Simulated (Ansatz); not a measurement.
# NaTaO2: the cost of one run

Program: Ansatz 0.2.0. Level of theory: DFT PBE, scalar-relativistic, plane waves, PAW. These are calculated values, not measurements.

1 further run of the same task is left out (it didn't finish).

## (1) The structure to begin with

The structure is hexagonal, space group P6/mmm (No. 191). The conventional cell has a = 3.321 Å, b = 3.321 Å, c = 5.798 Å, α = 90.00°, β = 90.00°, γ = 120.00°. Na (site symmetry 6/mmm) is surrounded by 6 O at 1.92 Å. Ta (site symmetry 6/mmm) has 2 Na at 2.90 Å and 6 Ta at 3.32 Å as nearest neighbours. O (site symmetry -6m2) has 3 O at 1.92 Å and 3 Na at 1.92 Å as nearest neighbours.

As a file:

```cif
data_structure
_symmetry_space_group_name_H-M 'P 1'
_symmetry_Int_Tables_number 1
_cell_length_a 3.3213
_cell_length_b 3.3213
_cell_length_c 5.7978
_cell_angle_alpha 90.000
_cell_angle_beta 90.000
_cell_angle_gamma 120.000
_cell_volume 55.39
loop_
_atom_site_label
_atom_site_type_symbol
_atom_site_fract_x
_atom_site_fract_y
_atom_site_fract_z
_atom_site_occupancy
Na1 Na 0.00000 0.00000 0.00000 1
Ta1 Ta 0.00000 0.00000 0.50000 1
O1 O 0.33333 0.66667 0.00000 1
O2 O 0.66667 0.33333 0.00000 1
```

The cell is invented: random cell by space group and Wyckoff sites (P6/mmm, No. 191). Lengths come from tabulated atomic sizes and are only a guess.

## (2) A first look at the guess

Contents of input.yaml:

```yaml
crystal:
  lattice:
    - [3.32128522, 0.0, 0.0]
    - [-1.66064261, 2.87631737, 0.0]
    - [0.0, 0.0, 5.79775527]
  atoms:
    - { symbol: Na, position: [0.0, 0.0, 0.0] }
    - { symbol: Ta, position: [0.0, 0.0, 0.5] }
    - { symbol: O, position: [0.33333333, 0.66666667, 0.0] }
    - { symbol: O, position: [0.66666667, 0.33333333, 0.0] }
basis:
  ecutwfc: 420
kpoints:
  mp_grid: { grid: [6, 6, 4] }
hamiltonian:
  xc: pbe
scf:
  occupations: { method: gaussian, width: 0.1 }
  lower_state_search: "off"
output:
  forces: true
  stress: true
  eigenvalues: true
```

Run with:

```console
> ansatz run input.yaml --threads 1 --pin off --max-ram 2560MiB --backend cpu --events-out ev --progress --plain --runs-dir out
```

Q: Estimate wall time and peak memory on 1 thread of AMD EPYC 7R43 (Zen 3), shared host.

About 1.8 s, with a peak of 0.37 GiB.
